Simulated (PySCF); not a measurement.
# [TbI2]+: other functionals and bases at one geometry

One table from this session's results is given with a row withheld; the runs are named, their logs left out.

Program: PySCF 2.14.0. Level of theory: several levels, as the steps say, no spin–orbit coupling. These are calculated values, not measurements.

1 further run of the same task is left out (for a known fault of the program).

**The starting structure**

3 atoms, charge 1, spin multiplicity 1.

Bond lengths: Tb1–I2 2.739 Å, Tb1–I3 2.739 Å. Angles: I2–Tb1–I3 109.2°.

Geometry (Å):

```xyz
3
charge 1, multiplicity 1
Tb    0.0000    0.0000   -0.9956
I     2.2320    0.0000    0.5915
I    -2.2320    0.0000    0.5915
```

Formal oxidation states: Tb +3. Each metal's 8 4f electrons lie in its core potential, so multiplicities, spins and levels count the valence alone. An earlier session relaxed this geometry at PBE0, Tb lcecp-1-SVP with ECP54, I def2-SVP with ECP28 (singlet, point group C2v).

At PBE0 on the finer grid: E = -631.791966 Eh, HOMO -11.89 eV, LUMO -7.67 eV, Mulliken charge on Tb1 +1.11 e, largest force component 0.004 eV/Å. 

Levels to run: BP86; M06-L; PBE0, TZVP. Hardware: 2 threads of Arm Neoverse V1, shared host.

The first run:

File run.py (the lines that set the calculation):

```python
mol = gto.M(atom='''
Tb     0.00000     0.00000    -0.99555
I      2.23202     0.00000     0.59150
I     -2.23202     0.00000     0.59150''',
    basis={'Tb': 'lcecp-1-SVP', 'I': 'def2-SVP'},
    ecp={'Tb': 'lcecp-1-SVP', 'I': 'def2-SVP'},
    charge=1, spin=0)
mf = dft.RKS(mol, xc='B88,P86')
mf.grids.atom_grid = (75, 302)  # f atoms: unpruned, at least (60, 302)
mf = mf.density_fit()  # fitting sets: Tb AutoAux, I def2-universal-JKFIT
mf.conv_tol = 1e-08; mf.max_cycle = 55
mf.kernel(dm0)  # dm0: the density of the relaxed state
```

Run with:

```
$ OMP_NUM_THREADS=2 python run.py
```

Among the steps run: BP86; M06-L; PBE0, TZVP.

One table of the session follows, with a row left open; its other results are not shown here.

| level | HOMO (eV) | gap (eV) | charge on Tb1 (e) | dipole (D) | largest force component (eV/Å) |
| --- | --- | --- | --- | --- | --- |
| PBE0 (relaxed here) | -11.89 | 4.22 | 1.11 | 7.49 | 0.00 |
| BP86 | -10.97 | 2.67 | 0.98 | 6.87 | 0.28 |
| M06-L | -10.80 | 3.29 | 1.13 | 7.32 | 0.38 |
| PBE0, TZVP | ? | ? | ? | ? | ? |

Estimate the missing values for PBE0, TZVP.

**Answer.** HOMO (eV): -11.82; gap (eV): 4.27; charge on Tb1 (e): 1.38; dipole (D): 7.25; largest force component (eV/Å): 0.06. In the column «HOMO (eV)» it lies between PBE0 (relaxed here) (-11.89) and BP86 (-10.97).

The dipole of a charged species depends on the origin, so these sizes hold for this origin alone.

In one basis the HOMO–LUMO gap runs from 2.67 eV (BP86) to 4.22 eV (PBE0). The largest leftover force, 0.38 eV/Å with M06-L, stands at a geometry relaxed at another level. With 4f in the core, its levels are missing from HOMO and gap, and its count is fixed, so no charge can pass from the ligands into it. Total energies of different levels can't be compared.
